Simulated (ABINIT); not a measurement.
Set up this calculation in ABINIT 10.8.3 (patched build), as the native input.

| Property | Result |
| --- | --- |
| Task | single point |
| Functional | PBE |
| Potentials or basis | JTH PAW PBE v2.0 |
| Cutoff | 599 eV |
| k mesh | 7 × 7 × 7 |
| Occupations | fermi-dirac, width 0.05 eV |
| Spin | no spin polarisation |
| Fine-grid cutoff | 1197.3 eV |

BiS:

```xyz
2
Lattice="4.0029 0.0000 0.0000 0.0000 4.0029 0.0000 0.0000 0.0000 4.0029" Properties=species:S:1:pos:R:3 pbc="T T T"
Bi    1.9625    1.9624    1.9944
S    -0.0020   -0.0082    0.0178
```

The cell was built by a generator and needn't be a form met in nature.

The cell isn't the ideal one: atoms moved at random, drawn with an rms of 0.05 Å.

The input as run:

run.abi

```
# Pseudopotentials
pp_dirpath "./"
pseudos "Bi.GGA_PBE-JTH.xml, S.GGA_PBE-JTH.xml"

# Structure
acell 7.5644684947 7.5644684947 7.5644684947
rprim
     1.0000000000     0.0000000000     0.0000000000
     0.0000000000     1.0000000000     0.0000000000
     0.0000000000     0.0000000000     1.0000000000
ntypat 2
znucl 83 16
natom 2
typat 1 2
xred
     0.4902620000     0.4902460000     0.4982210000
    -0.0004930000    -0.0020530000     0.0044410000
chkprim 0
chksymtnons 0
tolsym 1.0e-6

# Plane-wave basis
ecut 22.0
pawecutdg 44.0
pawxcdev 0

# k points
kptopt 1
ngkpt 7 7 7
nshiftk 1
shiftk 0.0 0.0 0.0

# Exchange and correlation
ixc 11

# Bands and occupations
nband 15
occopt 3
tsmear 0.05 eV

# SCF cycle
nstep 100
tolvrs 1.0e-9

# Output
iomode 3
prtwf 0
prteig 0
prtebands 0
prtden 1
prtvha 1
prtvclmb 1
prtpot 1
```

Potentials or basis: JTH PAW PBE v2.0.

Command:

```sh
$ abinit run.abi > log 2>&1
```

It gave:

| Item | Value |
| --- | --- |
| Pressure | -10.9 GPa |
| Largest force | 0.112 eV/Å |
| Band gap on the k mesh | none (metal or under the smearing width) |
| Valence electrons inside the program's atomic spheres | Bi 11.94; S 3.40 |

Caveat: spin-orbit coupling is left out, which moves the levels of the heavy elements.

Run time: 3.4 min on 1 thread of Arm Neoverse V1, with other jobs on the host, peak memory 0.29 GiB.
